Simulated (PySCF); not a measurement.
# CSKH3 in PySCF: a series of runs

Runs on CSKH3. Level: PBE0. Tasks: G0W0 quasiparticle levels, excitation energies (Tamm-Dancoff).

Everything below comes from runs of PySCF 2.14.0. Logs are shortened: lines on timing, memory, paths and dates and some standing lists are left out, and cuts for length are marked.

### 1 The structure

The cell holds a molecule in a box, 6 atoms: a = 13.000 Å, b = 12.000 Å, c = 12.000 Å, α = 90.00°, β = 90.00°, γ = 90.00°.

### 2 G0W0 quasiparticle levels, PBE0

File run.py:

```python
import json
import numpy as np
from pyscf.pbc import gto, scf, dft, df

cell = gto.Cell()
cell.a = '''
 13.0000000000    0.0000000000    0.0000000000
  0.0000000000   12.0000000000    0.0000000000
  0.0000000000    0.0000000000   12.0000000000'''
cell.atom = '''
C    5.6087500300    6.6810999600    5.3703500400
S    5.9754500000    5.0022999600    5.9664500400
K    8.3705499800    4.6458999600    7.3897500000
H    4.6554500200    6.6776000400    4.8367500000
H    6.3730500600    7.0437999600    4.6782500400
H    5.5241500600    7.3961000400    6.1926500400'''
cell.unit = 'A'
cell.basis = 'def2-svp'
cell.exp_to_discard = 0
cell.precision = 1e-08
cell.max_memory = 2520  # MB
cell.verbose = 4
cell.build()

res = {}
kpts = cell.make_kpts([1, 1, 1])
mf = dft.KRKS(cell, kpts, xc='pbe0', exxdiv='ewald')
mf = mf.density_fit()
mf.with_df._cderi = 'cderi.h5'  # three-centre integrals saved by an earlier run on this cell, basis and mesh
mf.conv_tol = 1e-08
mf.max_cycle = 60

mf.kernel()
res.update(converged=bool(mf.converged), e_tot=mf.e_tot, nelec=cell.nelectron, nao=cell.nao, mesh=list(map(int, cell.mesh)), a=cell.lattice_vectors().tolist(), coords=cell.atom_coords().tolist(),
           mo_energy=[np.real(x).tolist() for x in mf.mo_energy], mo_occ=[np.real(x).tolist() for x in mf.mo_occ])
import h5py
print('fit functions by k pair:', sorted({v['0'].shape[0] for v in h5py.File(mf.with_df._cderi)['j3c'].values()}))
res.update(kpts=cell.get_scaled_kpts(kpts).tolist())
res['parts'] = {k: float(np.real(v)) for k, v in mf.scf_summary.items() if np.isscalar(v)}
json.dump(res, open('results.json', 'w'))
if not mf.converged:
    raise SystemExit('SCF not converged')

print('levels (eV)')
for i, kp in enumerate(res['kpts'][:40]):
    print('k %7.4f %7.4f %7.4f  ' % tuple(kp), ' '.join('%.3f' % (x * 27.211386) for x in res['mo_energy'][i][:27]))

# Mulliken populations
dm, s = np.asarray(mf.make_rdm1()), np.asarray(mf.get_ovlp())
sites = cell.aoslice_by_atom()[:, 2:]
tot = np.einsum('kij,kji->i', dm, s).real / len(kpts)
res['mulliken'] = [cell.atom_charge(i) - tot[a0:a1].sum() for i, (a0, a1) in enumerate(sites)]
print('Mulliken charges', np.round(res['mulliken'], 5))

from pyscf.pbc.gw.krgw_ac import KRGWAC
gw = KRGWAC(mf, frozen=11)
gw.fc = True
orbs = list(range(19, 25))
gw.kernel(orbs=orbs)
res['orbs'] = orbs
res['qp'] = np.asarray(gw.mo_energy).real.tolist()
res['done'] = True
json.dump(res, open('results.json', 'w'))
```

Potentials or basis: def2-svp (all-electron).

The run is started by

```bash
> OMP_NUM_THREADS=2 python -u run.py > log
```

The log of the run:

```text
Discarded 0 diffused primitive functions, 0 contracted functions

PySCF version 2.14.0

[INPUT] verbose = 4
[INPUT] num. atoms = 6
[INPUT] num. electrons = 44
[INPUT] charge = 0
[INPUT] spin (= nelec alpha-beta = 2S) = 0
[INPUT] symmetry False subgroup None
[INPUT] Mole.unit = A
[INPUT] Symbol           X                Y                Z      unit          X                Y                Z       unit  Magmom
[INPUT]  1 C      5.608750030000   6.681099960000   5.370350040000 AA   10.599001457846  12.625449135243  10.148490768647 Bohr   0.0
[INPUT]  2 S      5.975450000000   5.002299960000   5.966450040000 AA   11.291963971032   9.452976917323  11.274956511500 Bohr   0.0
[INPUT]  3 K      8.370549980000   4.645899960000   7.389750000000 AA   15.818046974184   8.779478526528  13.964603629005 Bohr   0.0
[INPUT]  4 H      4.655450020000   6.677600040000   4.836750000000 AA    8.797525524401  12.618835244985   9.140132832990 Bohr   0.0
[INPUT]  5 H      6.373050060000   7.043799960000   4.678250040000 AA   12.043319191543  13.310852800622   8.840611317836 Bohr   0.0
[INPUT]  6 H      5.524150060000   7.396100040000   6.192650040000 AA   10.439130684400  13.976603465485  11.702412560877 Bohr   0.0

nuclear repulsion = 12.7566430750875
number of shells = 33
number of NR pGTOs = 132
number of NR cGTOs = 71
basis = def2-svp
ecp = {}
lattice vectors  a1 [24.566439619, 0.000000000, 0.000000000]
                 a2 [0.000000000, 22.676713495, 0.000000000]
                 a3 [0.000000000, 0.000000000, 22.676713495]
dimension = 3
low_dim_ft_type = None
Cell volume = 12632.9
exp_to_discard = 0
rcut = 59.92340969227021 (nimgs = [3 3 3])
precision = 1e-08
pseudo = None
ke_cutoff = 2000641.453902455
    = [15643 14441 14441] mesh (3262230030283 PWs)

******** <class 'pyscf.pbc.dft.krks.KRKS'> ********
method = KRKS
initial guess = minao
damping factor = 0
level_shift factor = 0
DIIS = <class 'pyscf.scf.diis.CDIIS'>
diis_start_cycle = 1
diis_space = 8
diis_damp = 0
SCF conv_tol = 1e-08
SCF conv_tol_grad = None
SCF max_cycles = 60
direct_scf = True
direct_scf_tol = 1e-13

******** PBC SCF flags ********
N kpts = 1
Exchange divergence treatment (exxdiv) = ewald
    madelung (= occupied orbital energy shift) = 0.12155911601066527
    Total energy shift due to Ewald probe charge = -1/2 * Nelec*madelung = -2.67430055223
DF object = <pyscf.pbc.df.df.GDF object>
XC functionals = pbe0
small_rho_cutoff = 0
radial grids:
    Treutler-Ahlrichs [JCP 102, 346 (1995); DOI:10.1063/1.469408] (M4) radial grids

becke partition: Becke, JCP 88, 2547 (1988); DOI:10.1063/1.454033
pruning grids: <function nwchem_prune>
grids dens level: 3
symmetrized grids: False
atomic radii adjust function: <function treutler_atomic_radii_adjust>
Set gradient conv threshold to 0.0001

******** <class 'pyscf.pbc.df.rsdf_builder._RSNucBuilder'> ********
mesh = [47 43 43] (86903 PWs)
ke_cutoff = 16.92809565338868
omega = 0.5174598520920043
exclude_d_aux = False
exclude_dd_block = True
j2c_eig_always = False
has_long_range = True
tot grids = 82421
cell vol = 12632.8822  sum(weights) = 12786.8967
nelec by numeric integration = 44.00419344742837
init E= -1035.51130973689
  HOMO = -0.26427644475  LUMO = -0.0596009414205  gap/eV = 5.56950
nelec by numeric integration = 44.00000979708517
cycle= 1 E= -1035.57102746456  delta_E= -0.0597  |g|= 0.367  |ddm|= 2.38
  HOMO = -0.0410850952329  LUMO = -0.0262654778942  gap/eV = 0.40326
nelec by numeric integration = 44.000023918419096
cycle= 2 E= -1035.40958282446  delta_E= 0.161  |g|= 0.699  |ddm|= 2.44
  HOMO = -0.15470616565  LUMO = -0.0333445842651  gap/eV = 3.30242
nelec by numeric integration = 44.00006067920897
cycle= 3 E= -1035.62326538892  delta_E= -0.214  |g|= 0.0644  |ddm|= 1.88
  HOMO = -0.138064688673  LUMO = -0.0354147168498  gap/eV = 2.79325
nelec by numeric integration = 44.000088426785965
cycle= 4 E= -1035.62478253311  delta_E= -0.00152  |g|= 0.0272  |ddm|= 0.162
  HOMO = -0.136415593176  LUMO = -0.0351411768661  gap/eV = 2.75582
nelec by numeric integration = 44.00009427908442
cycle= 5 E= -1035.62496617859  delta_E= -0.000184  |g|= 0.00918  |ddm|= 0.0366
  HOMO = -0.13625894822  LUMO = -0.03483815626  gap/eV = 2.75980
nelec by numeric integration = 44.00009571072079
cycle= 6 E= -1035.62499025587  delta_E= -2.41e-05  |g|= 0.0018  |ddm|= 0.0125
  HOMO = -0.136527681253  LUMO = -0.0347330518036  gap/eV = 2.76997
nelec by numeric integration = 44.00009652382986
cycle= 7 E= -1035.62499153379  delta_E= -1.28e-06  |g|= 0.000253  |ddm|= 0.00345
  HOMO = -0.136530488071  LUMO = -0.0347085166787  gap/eV = 2.77072
nelec by numeric integration = 44.000096802133775
cycle= 8 E= -1035.62499158571  delta_E= -5.19e-08  |g|= 5.73e-05  |ddm|= 0.000916
  HOMO = -0.136522576394  LUMO = -0.0347032289995  gap/eV = 2.77065
nelec by numeric integration = 44.000096885116314
cycle= 9 E= -1035.62499159015  delta_E= -4.44e-09  |g|= 1.87e-05  |ddm|= 0.000268
  HOMO = -0.136516055938  LUMO = -0.0347000318445  gap/eV = 2.77056
nelec by numeric integration = 44.00009691024428
Extra cycle  E= -1035.62499159056  delta_E= -4.08e-10  |g|= 1.06e-05  |ddm|= 8.79e-05
converged SCF energy = -1035.62499159056
fit functions by k pair: [189]
levels (eV)
k  0.0000  0.0000  0.0000   -3527.764 -2417.682 -355.930 -282.908 -282.889 -282.888 -277.095 -211.494 -155.172 -154.809 -154.744 -37.916 -20.530 -20.496 -20.410 -18.598 -14.305 -9.836 -9.808 -7.477 -3.889 -3.715 -0.944 0.637 0.830 0.926 1.732
Mulliken charges [-0.13548 -0.6027   0.61394  0.04776  0.03763  0.03884]

******** <class 'pyscf.pbc.gw.krgw_ac.KRGWAC'> ********
method = KRGWAC
GW nocc = 11, nvir = 49, nkpts = 1
frozen orbitals = 11
orbital list = [19, 20, 21, 22, 23, 24]
off-diagonal self-energy = False
GW density matrix = False
density-fitting for exchange = False
outcore for self-energy= False
finite size corrections = True
grids for finite size corrections = False
broadening parameter = 5.000e-03
number of grids = 100
analytic continuation method = pade
imaginary frequency cutoff = 5.0
Pade points = 18
Pade step ratio = 0.667
use perturbative linearized QP eqn = False
QPE max iter = 100
QPE tolerance = 1.0e-06

WARN: GW QP energies may not be sorted from min to max
```

Wall time 24 s (2 threads of Intel Xeon at 2.70GHz, shared host); peak memory 1.9 GiB.

What came out:

- Free energy: -28180.7917 eV
- Gap between the frontier levels, mean-field level: 2.77 eV
- Mulliken charges: C -0.14; S -0.60; K +0.61; H +0.05, +0.04 e
- Quasiparticle gap: 4.74 eV

Levels at points of the mesh, in eV from the valence-band top:
```
           k point  band 17  band 18  band 19  band 20  band 21  band 22  band 23  band 24  band 25  band 26
(0.00, 0.00, 0.00)   -10.59    -6.12    -6.09    -3.76    -0.17     0.00     2.77     4.35     4.54     4.64
```

Caveat: the basis is small and the box finite, so much correlation energy is missing and levels can be off by tenths of an eV; Mulliken charges move with the basis; this is a molecule in a periodic box at the Γ point, so its band gap is the HOMO-LUMO gap; total energy, band gap and charges are those of the mean-field reference; the basis of atomic orbitals isn't converged, which shifts pressures, moduli and gaps.

### 3 Excitation energies (Tamm-Dancoff), PBE0

Changes to run.py since step 2:

```diff
@@ -54,9 +54,9 @@
 
-from pyscf.pbc.gw.krgw_ac import KRGWAC
-gw = KRGWAC(mf, frozen=11)
-gw.fc = True
-orbs = list(range(19, 25))
-gw.kernel(orbs=orbs)
-res['orbs'] = orbs
-res['qp'] = np.asarray(gw.mo_energy).real.tolist()
+from pyscf.pbc import tdscf
+td = tdscf.KTDA(mf)
+td.nstates = 5
+td.kshift_lst = [0]
+td.conv_tol = 1e-5
+td.kernel()
+res.update(excitations=np.real(td.e[0]).tolist(), post_converged=bool(np.all(td.converged)))
 res['done'] = True
```

Potentials or basis: def2-svp (all-electron).

The run is started by

```bash
> OMP_NUM_THREADS=2 python -u run.py > log
```

The log of the run:

```text
Discarded 0 diffused primitive functions, 0 contracted functions

PySCF version 2.14.0

[INPUT] verbose = 4
[INPUT] num. atoms = 6
[INPUT] num. electrons = 44
[INPUT] charge = 0
[INPUT] spin (= nelec alpha-beta = 2S) = 0
[INPUT] symmetry False subgroup None
[INPUT] Mole.unit = A
[INPUT] Symbol           X                Y                Z      unit          X                Y                Z       unit  Magmom
[INPUT]  1 C      5.608750030000   6.681099960000   5.370350040000 AA   10.599001457846  12.625449135243  10.148490768647 Bohr   0.0
[INPUT]  2 S      5.975450000000   5.002299960000   5.966450040000 AA   11.291963971032   9.452976917323  11.274956511500 Bohr   0.0
[INPUT]  3 K      8.370549980000   4.645899960000   7.389750000000 AA   15.818046974184   8.779478526528  13.964603629005 Bohr   0.0
[INPUT]  4 H      4.655450020000   6.677600040000   4.836750000000 AA    8.797525524401  12.618835244985   9.140132832990 Bohr   0.0
[INPUT]  5 H      6.373050060000   7.043799960000   4.678250040000 AA   12.043319191543  13.310852800622   8.840611317836 Bohr   0.0
[INPUT]  6 H      5.524150060000   7.396100040000   6.192650040000 AA   10.439130684400  13.976603465485  11.702412560877 Bohr   0.0

nuclear repulsion = 12.7566430750875
number of shells = 33
number of NR pGTOs = 132
number of NR cGTOs = 71
basis = def2-svp
ecp = {}
lattice vectors  a1 [24.566439619, 0.000000000, 0.000000000]
                 a2 [0.000000000, 22.676713495, 0.000000000]
                 a3 [0.000000000, 0.000000000, 22.676713495]
dimension = 3
low_dim_ft_type = None
Cell volume = 12632.9
exp_to_discard = 0
rcut = 59.92340969227021 (nimgs = [3 3 3])
precision = 1e-08
pseudo = None
ke_cutoff = 2000641.453902455
    = [15643 14441 14441] mesh (3262230030283 PWs)

[... 51 lines left out ...]
  HOMO = -0.15470616565  LUMO = -0.0333445842651  gap/eV = 3.30242
nelec by numeric integration = 44.00006067920897
cycle= 3 E= -1035.62326538892  delta_E= -0.214  |g|= 0.0644  |ddm|= 1.88
  HOMO = -0.138064688673  LUMO = -0.0354147168498  gap/eV = 2.79325
nelec by numeric integration = 44.000088426785965
cycle= 4 E= -1035.62478253311  delta_E= -0.00152  |g|= 0.0272  |ddm|= 0.162
  HOMO = -0.136415593176  LUMO = -0.0351411768661  gap/eV = 2.75582
nelec by numeric integration = 44.00009427908442
cycle= 5 E= -1035.62496617859  delta_E= -0.000184  |g|= 0.00918  |ddm|= 0.0366
  HOMO = -0.13625894822  LUMO = -0.03483815626  gap/eV = 2.75980
nelec by numeric integration = 44.00009571072079
cycle= 6 E= -1035.62499025587  delta_E= -2.41e-05  |g|= 0.0018  |ddm|= 0.0125
  HOMO = -0.136527681253  LUMO = -0.0347330518036  gap/eV = 2.76997
nelec by numeric integration = 44.00009652382986
cycle= 7 E= -1035.62499153379  delta_E= -1.28e-06  |g|= 0.000253  |ddm|= 0.00345
  HOMO = -0.136530488071  LUMO = -0.0347085166787  gap/eV = 2.77072
nelec by numeric integration = 44.000096802133775
cycle= 8 E= -1035.62499158571  delta_E= -5.19e-08  |g|= 5.73e-05  |ddm|= 0.000916
  HOMO = -0.136522576394  LUMO = -0.0347032289995  gap/eV = 2.77065
nelec by numeric integration = 44.000096885116314
cycle= 9 E= -1035.62499159015  delta_E= -4.44e-09  |g|= 1.87e-05  |ddm|= 0.000268
  HOMO = -0.136516055938  LUMO = -0.0347000318445  gap/eV = 2.77056
nelec by numeric integration = 44.00009691024428
Extra cycle  E= -1035.62499159056  delta_E= -4.08e-10  |g|= 1.06e-05  |ddm|= 8.79e-05
converged SCF energy = -1035.62499159056
fit functions by k pair: [189]
levels (eV)
k  0.0000  0.0000  0.0000   -3527.764 -2417.682 -355.930 -282.908 -282.889 -282.888 -277.095 -211.494 -155.172 -154.809 -154.744 -37.916 -20.530 -20.496 -20.410 -18.598 -14.305 -9.836 -9.808 -7.477 -3.889 -3.715 -0.944 0.637 0.830 0.926 1.732
Mulliken charges [-0.13548 -0.6027   0.61394  0.04776  0.03763  0.03884]

******** <class 'pyscf.pbc.tdscf.krks.TDA'> for <class 'pyscf.pbc.dft.krks.KRKS'> ********
nstates = 5 singlet
deg_eia_thresh = 1.000e-03
kshift_lst = [0]
wfnsym = None
conv_tol = 1e-05
eigh lindep = 1e-12
eigh level_shift = 0
eigh max_cycle = 100

nelec by numeric integration = 44.00009691024428

******** <class 'pyscf.pbc.df.rsdf_builder._RSNucBuilder'> ********
mesh = [47 43 43] (86903 PWs)
ke_cutoff = 16.92809565338868
omega = 0.5174598520920043
exclude_d_aux = False
exclude_dd_block = True
j2c_eig_always = False
has_long_range = True
kshift = 0  Excited State energies (eV)
[1.80719309 2.17547765 3.39927519 3.55084745 3.56507312]
```

It took 58 s on 2 threads of Intel Xeon at 2.70GHz, shared host; peak memory 1.9 GiB.

Results:

| Property | Result |
| --- | --- |
| Free energy | -28180.7917 eV |
| Gap between the frontier levels | 2.77 eV |
| Mulliken charges | C -0.14; S -0.60; K +0.61; H +0.05, +0.04 e |

Lowest excitation energies (eV): 1.81, 2.18, 3.40, 3.55, 3.57

Caveat: the basis is small and the box finite, so much correlation energy is missing and levels can be off by tenths of an eV; Mulliken charges move with the basis; the iterative solver can pass over a root and still report convergence; this is a molecule in a periodic box at the Γ point, so its band gap is the HOMO-LUMO gap; total energy, band gap and charges are those of the mean-field reference; the basis of atomic orbitals isn't converged, which shifts pressures, moduli and gaps.
